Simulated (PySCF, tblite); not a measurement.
# C5H9ClOSi: geometry, infrared bands and NMR shifts

What infrared bands and NMR shifts should C5H9ClOSi (`C[SiH2]/C=C(/Cl)C(C)=O`) show?

Programs: tblite 0.8.0 and PySCF 2.14.0, with density-fitted response routines of our own. Each step states its level of theory. These are calculated values for one molecule in the gas phase, unless marked as measured. Atoms count from 0, in the outputs and in this text.

## 1. The starting structure

17 atoms, charge 0, multiplicity 1; geometry from: force field or distance geometry start.

Bonds of the start (Å): C0–Si1 1.84, Si1–C2 1.85, C2–C3 1.33, C3–Cl4 1.75, C3–C5 1.49, C5–C6 1.51, C5–O7 1.23, C0–H8 1.09, C0–H9 1.10, C0–H10 1.10, Si1–H11 1.47, Si1–H12 1.47, C2–H13 1.08, C6–H14 1.10, C6–H15 1.08, C6–H16 1.09.

## 2. Relaxing the molecule with GFN2-xTB

The job: settings as JSON, then the geometry in Å.

```
{"job": {"kind": "relax", "xc": "GFN2-xTB", "basis": "xTB"}, "charge": 0, "multiplicity": 1}
C     -2.751700    -0.147000     0.063000
Si    -1.413100    -0.547400    -1.133500
C      0.054900    -1.328100    -0.319200
C      1.060000    -0.737300     0.328600
Cl     2.333000    -1.752300     0.961700
C      1.192400     0.728900     0.586400
C      2.579700     1.335100     0.544200
O      0.219700     1.432100     0.839400
H     -2.430900     0.583500     0.811600
H     -3.629400     0.277200    -0.452600
H     -3.103200    -1.038100     0.597200
H     -0.975700     0.638300    -1.887800
H     -1.927600    -1.520600    -2.111700
H      0.046600    -2.403600    -0.448300
H      3.050100     1.247000     1.529800
H      3.187600     0.849900    -0.206800
H      2.500700     2.394500     0.288000
```

Run with:

```sh
> OMP_NUM_THREADS=1 python probes_run.py task.json out
```

The driver reads the jobs from task.json and runs them one after another.

**Question.** This job is followed by: GFN2-xTB harmonic vibrations, gas phase; GIAO PBE0/pcSseg-1 NMR shielding, non-relativistic, gas phase. What will the session give for the following? strongest single infrared mode (GFN2-xTB); zero-point energy (GFN2-xTB); ¹³C shifts against TMS (PBE0/pcSseg-1); ¹H shifts against TMS (PBE0/pcSseg-1, means over atoms taken as alike); ²⁹Si shifts against TMS (PBE0/pcSseg-1); ³⁵Cl shifts against HCl (PBE0/pcSseg-1); ¹⁷O shifts against H2O (PBE0/pcSseg-1).

As calculated:

| quantity | value |
| --- | --- |
| strongest single infrared mode (GFN2-xTB) | 2114 cm⁻¹, 407 km/mol |
| zero-point energy (GFN2-xTB) | 76.7 kcal/mol |
| ¹³C shifts against TMS (PBE0/pcSseg-1) | 202.5, 160.6, 148.4, 30.7, -7.1 ppm |
| ¹H shifts against TMS (PBE0/pcSseg-1, means over atoms taken as alike) | 7.40, 4.51, 2.55, 0.23 ppm |
| ²⁹Si shifts against TMS (PBE0/pcSseg-1) | -58.4 ppm |
| ³⁵Cl shifts against HCl (PBE0/pcSseg-1) | 254 ppm |
| ¹⁷O shifts against H2O (PBE0/pcSseg-1) | 627.8 ppm |

What this shows: The optimisation took 93 steps and gained 0.326 eV; among the close pairs (by a distance rule), C0–Si1 changed most, from 1.840 to 1.899 Å. All 45 modes are real, so the xTB geometry is a minimum. The strongest single mode, at 2114 cm⁻¹, moves mainly H12. Unscaled tight-binding wavenumbers are off by several per cent, some by more. Its intensities can rank the bands wrongly. The most deshielded carbon is C5 (ketone carbonyl carbon), at 202.5 ppm: low-lying n→π* states of the double bond to the heteroatom give a large paramagnetic term (-266 ppm). The most deshielded hydrogen is H13 (hydrogen on a β carbon of a C=C–C=O unit), at 7.40 ppm: olefinic region. At PBE0/pcSseg-1: The widest tensor belongs to O7: span 1136 ppm, with a paramagnetic part of -700 ppm.
